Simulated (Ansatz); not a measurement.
Geometry optimisation, Ansatz 0.2.0, DFT PBE, scalar-relativistic, plane waves, PAW.

The input (input.yaml):

```yaml
accuracy: low
crystal:
  lattice:
    - [0.0, 5.43, 5.43]
    - [5.43, 0.0, 5.43]
    - [5.43, 5.43, 0.0]
  atoms:
    - { symbol: Si, position: [0.0, 0.0, 0.0] }
    - { symbol: Si, position: [0.125, 0.125, 0.125] }
    - { symbol: Si, position: [0.0, 0.0, 0.5] }
    - { symbol: Si, position: [0.125, 0.125, 0.625] }
    - { symbol: Si, position: [0.0, 0.5, 0.0] }
    - { symbol: Si, position: [0.125, 0.625, 0.125] }
    - { symbol: Si, position: [0.0, 0.5, 0.5] }
    - { symbol: Si, position: [0.125, 0.625, 0.625] }
    - { symbol: Si, position: [0.5, 0.0, 0.0] }
    - { symbol: Si, position: [0.625, 0.125, 0.125] }
    - { symbol: Si, position: [0.5, 0.0, 0.5] }
    - { symbol: Si, position: [0.625, 0.125, 0.625] }
    - { symbol: Si, position: [0.5, 0.5, 0.0] }
    - { symbol: Si, position: [0.625, 0.625, 0.125] }
    - { symbol: Si, position: [0.5, 0.5, 0.5] }
    - { symbol: Si, position: [0.625, 0.625, 0.625] }
    - { symbol: Ti, position: [0.8202694, 0.3124235, 0.7961849] }
basis:
  ecutwfc: 420.0
kpoints:
  mp_grid: { grid: [2, 2, 2] }
hamiltonian:
  xc: pbe
  pseudopotentials: { kind: paw, azcp: { folder: soft_1 } }
scf:
  occupations: { method: fermi_dirac, width: 0.02 }
  lower_state_search: "off"
relax:
  f_tol: 0.08
  max_steps: 25
  adjacent_minimum: "off"
```

Launched with:

```bash
$ ansatz run input.yaml --threads 1 --pin off --max-ram 3072MiB --backend cpu --events-out ev --progress --plain --runs-dir out
```

Q: Where does it end, and by what steps?

A: It converged. Limits of this set-up: coarse k mesh, low accuracy level. After 9 steps the energy has fallen by 3.385 eV; Ti17 moved furthest, 1.04 Å. Joined: Si9–Ti17 (3.54 → 2.76 Å).

| step | energy less start (eV) | largest force component (eV/Å) | accepted |
| --- | --- | --- | --- |
| 0 | 0.0000 | 4.068 | yes |
| 1 | -1.3790 | 1.425 | yes |
| 2 | -1.6473 | 0.316 | yes |
| 3 | -1.7196 | 0.507 | yes |
| 4 | -2.0251 | 1.063 | yes |
| 5 | -2.4003 | 1.010 | yes |
| 6 | -2.7887 | 0.706 | yes |
| 7 | -3.1716 | 0.441 | yes |
| 8 | -3.3673 | 0.126 | yes |
| 9 | -3.3849 | 0.034 | yes |

```xyz
17
Lattice="0.0000 5.4300 5.4300 5.4300 0.0000 5.4300 5.4300 5.4300 0.0000" Properties=species:S:1:pos:R:3
Si 0.025 0.076 0.032
Si 1.401 1.378 1.409
Si 2.714 2.759 0.050
Si 4.059 4.159 1.449
Si 2.736 0.024 2.744
Si 4.077 1.365 4.085
Si 5.455 2.742 2.796
Si 6.831 4.119 4.099
Si 0.041 2.759 2.721
Si 1.440 4.158 4.065
Si 2.766 5.483 2.773
Si 4.077 6.794 4.085
Si 2.788 2.743 5.463
Si 4.090 4.119 6.839
Si 5.472 5.431 5.480
Si 6.870 6.776 6.879
Ti 5.475 8.193 5.483
```

Whether the end is a true minimum wasn't checked by a vibrational analysis.

Run time: 61 s on 1 thread of Arm Neoverse V2, on a shared host, peak memory 0.54 GiB.
